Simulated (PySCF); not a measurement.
# CH6GeNOP: the cost of one run

Programs: PySCF 2.14.0, with density-fitted response routines of our own. Each step states its level of theory. These are calculated values for one molecule in the gas phase, unless marked as measured. Atoms are numbered from 0 throughout.

**1. The starting structure**

11 atoms, charge 0, multiplicity 1; geometry from: PBE0-D3(BJ)/def2-SVP.

Bonds of the start (Å): O0–C1 1.21, C1–N2 1.35, N2–Ge3 1.87, Ge3–P4 2.32, C1–H5 1.12, N2–H6 1.01, Ge3–H7 1.54, Ge3–H8 1.54, P4–H9 1.43, P4–H10 1.43.

**2. NMR shieldings: HF/pcSseg-2**

The job: settings as JSON, then the geometry in Å.

```
{"job": {"kind": "nmr", "xc": "HF", "basis": "pcSseg-2", "pop": false}, "charge": 0, "multiplicity": 1}
O      1.277432    -1.175287    -1.038932
C      1.822329    -0.412410    -0.268340
N      1.172132     0.597042     0.354873
Ge    -0.660507     0.785336     0.014102
P     -1.735637    -1.147090     0.701382
H      2.907551    -0.490177    -0.017220
H      1.686261     1.171880     1.012719
H     -0.836737     1.144847    -1.468960
H     -1.068362     1.965439     0.917252
H     -1.505451    -1.815305    -0.536167
H     -3.020398    -0.650057     0.313963
```

Method: GIAO HF/pcSseg-2 NMR shielding, non-relativistic, gas phase.

On the command line:

```console
$ OMP_NUM_THREADS=1 python probes_run.py task.json out
```

The driver reads the jobs from task.json and runs them one after another.

**Question.** How long does this first job take on 1 thread of Arm Neoverse V2, shared host, and how much memory does it need?

About 26 s, with a peak of 1.1 GiB.
